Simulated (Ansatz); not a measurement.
# SiGePH (triplet): wave-function methods side by side, cc-pVDZ

The task here is to estimate one member of a computed series from the others.

Program: Ansatz 0.2.0, Gaussian basis. Level of theory: cc-pVDZ, core rule «outside noble gas», up to 24 orbitals frozen. These are calculated values, not measurements.

The runs, in order: UHF; CCSD(T) on ROHF; CCSD(T) on UHF; BCCD(T) on ROHF; CISD; CCSDT(Q) on ROHF; CCSDT(Q) on UHF.

25 further runs of the same task are left out: 13 that didn't finish, 12 set aside as unsound or not needed.

### The system

The geometry is a PBE0/def2-TZVP stationary point (not a proven minimum). No spin-orbit coupling is included. The filled d shell of Ge may be among the frozen orbitals whatever the setting's name suggests; the logs give the count.

4 atoms, charge 0, spin multiplicity 3.

Atoms are counted from 1 here; the program's logs count them from 0.

Bond lengths: Ge1–Si2 2.558 Å, Ge1–P3 2.213 Å, Si2–P3 2.167 Å, Si2–H4 1.507 Å. Angles: Si2–Ge1–P3 53.4°, Ge1–Si2–P3 55.1°, Ge1–Si2–H4 110.3°, P3–Si2–H4 121.4°, Ge1–P3–Si2 71.5°.

Set-up of the first run:

Input file in.yaml:

```yaml
crystal:
  periodic: [false, false, false]
  atoms:
    - {symbol: Ge, position_ang: [0.009806, 0.202438, 0.942821]}
    - {symbol: Si, position_ang: [-0.104787, 0.777489, -1.547135]}
    - {symbol: P, position_ang: [0.035461, -1.230007, -0.744318]}
    - {symbol: H, position_ang: [1.123418, 1.544418, -1.964550]}
basis:
  gaussian: {orbitals: cc-pVDZ}
magnetization: {spin_polarized: true, initial_magnetization: 2}
hamiltonian: {xc: hf}
output: {orbitals: {seedname: orbitals}}
```

Run with:

```bash
$ ansatz run in.yaml --threads 1 --pin off --events-out ev --progress --plain --max-ram 2393MiB
```

Among the steps run: UHF; CCSD(T) on ROHF; CCSD(T) on UHF; BCCD(T) on ROHF; CISD; CCSDT(Q) on ROHF; CCSDT(Q) on UHF.

One table of the session follows, with a row left open; its other results are not shown here.

```
   method  from UCCSDT(Q) (kcal/mol)
     ROHF                    +201.30
      UHF                    +197.12
     RMP2                     +31.65
     UMP2                     +33.42
     CISD                          ?
    RCCSD                     +12.55
    UCCSD                     +12.29
 RCCSD(T)                      +1.95
 UCCSD(T)                      +1.99
  BCCD(T)                      +1.91
   RCCSDT                      +1.13
   UCCSDT                      +1.06
RCCSDT(Q)                      +0.12
UCCSDT(Q)                          0
```

**Question.** Estimate the row for CISD.

**Answer.** from UCCSDT(Q) (kcal/mol): +35.64. In the column «from UCCSDT(Q) (kcal/mol)» it lies between UMP2 (+33.42) and UHF (+197.12).

With the free atoms at the same levels and basis (separate runs), the atomisation energy is 7.921 eV at UCCSDT(Q), 7.876 eV at RCCSD(T), 7.864 eV at UCCSD(T), 4.973 eV at ROHF.

Caveats from the session: Restricted and unrestricted rows rest on different reference determinants; where their highest levels disagree by more than a few hundredths of an eV, they describe different states and don't form one ladder.
